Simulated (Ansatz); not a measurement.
**F3GeH3Si: small, medium and large basis sets**

An exercise on one series of results from a longer session: the logs are not shown, and one member is left open.

Computed with Ansatz 0.2.0, Gaussian basis. Level: one geometry, several basis sets.

Plan: PBE0-D4/def2-SVP; ωB97M-V/def2-SVP; PBE0-D4/def2-QZVPP; ωB97M-V/def2-QZVPP; the functionals' def2-TZVPP values are taken from earlier runs.

### The relaxed structure

All runs share one geometry, relaxed beforehand with PBE0-D4 in a triple-zeta def2 set.

SMILES `F[Si](F)(F)[GeH3]`, 8 atoms, charge 0, spin multiplicity 1.

Atoms are counted from 1 here; the program's logs count them from 0.

Bond lengths: F1–Si2 1.581 Å, Si2–F3 1.581 Å, Si2–F4 1.581 Å, Si2–Ge5 2.364 Å, Ge5–H6 1.533 Å, Ge5–H7 1.533 Å, Ge5–H8 1.533 Å. Angles: F1–Si2–F3 107.0°, F1–Si2–F4 107.0°, F1–Si2–Ge5 111.9°, F3–Si2–F4 107.0°, F3–Si2–Ge5 111.9°, F4–Si2–Ge5 111.9°, Si2–Ge5–H6 109.1°, Si2–Ge5–H7 109.1°, Si2–Ge5–H8 109.1°, H6–Ge5–H7 109.8°, H6–Ge5–H8 109.9°, H7–Ge5–H8 109.8°.

Coordinates:

```xyz
8

F     1.7984   -0.6019    1.2687
Si    0.5753   -0.9505    0.3293
F    -0.3594   -1.9386    1.1355
F     1.1529   -1.7605   -0.8997
Ge   -0.5843    0.9900   -0.3624
H    -1.1002    1.7335    0.8747
H    -1.7632    0.5795   -1.2518
H     0.3726    1.8916   -1.1501
```

The first run:

in.yaml

```yaml
crystal:
  periodic: [false, false, false]
  atoms:
    - {symbol: F, position_ang: [1.798406, -0.601907, 1.268659]}
    - {symbol: Si, position_ang: [0.575256, -0.950491, 0.329259]}
    - {symbol: F, position_ang: [-0.359359, -1.938631, 1.135502]}
    - {symbol: F, position_ang: [1.152933, -1.760466, -0.899669]}
    - {symbol: Ge, position_ang: [-0.584346, 0.989956, -0.362396]}
    - {symbol: H, position_ang: [-1.100226, 1.733465, 0.874669]}
    - {symbol: H, position_ang: [-1.763232, 0.579465, -1.251789]}
    - {symbol: H, position_ang: [0.372568, 1.891610, -1.150135]}
basis:
  gaussian: {orbitals: def2-SVP}
hamiltonian: {xc: pbe0, dispersion: d4}
output: {orbitals: {seedname: orbitals}}
```

On the command line:

```bash
ansatz run in.yaml --threads 4 --pin off --events-out ev --progress --plain --max-ram 10444MiB
```

Steps of the session up to this table: PBE0-D4 in def2-SVP; ωB97M-V in def2-SVP; PBE0-D4 in def2-QZVPP; ωB97M-V in def2-QZVPP.

One of the session's tables, all rows but one given; the rest of the session is left out.

It belongs to the step «Density functionals: the series». 

```
functional       basis  HOMO (eV)  LUMO (eV)
   PBE0-D4    def2-SVP          ?          ?
   PBE0-D4  def2-TZVPP      -9.27      -0.04
   PBE0-D4  def2-QZVPP      -9.28      -0.12
   ωB97M-V    def2-SVP     -11.27       2.07
   ωB97M-V  def2-TZVPP     -11.36       1.81
   ωB97M-V  def2-QZVPP     -11.37       1.53
```

**Question.** Estimate the row for PBE0-D4, def2-SVP.

**Answer.** HOMO (eV): -9.21; LUMO (eV): 0.14. In the column «HOMO (eV)» it is the highest.
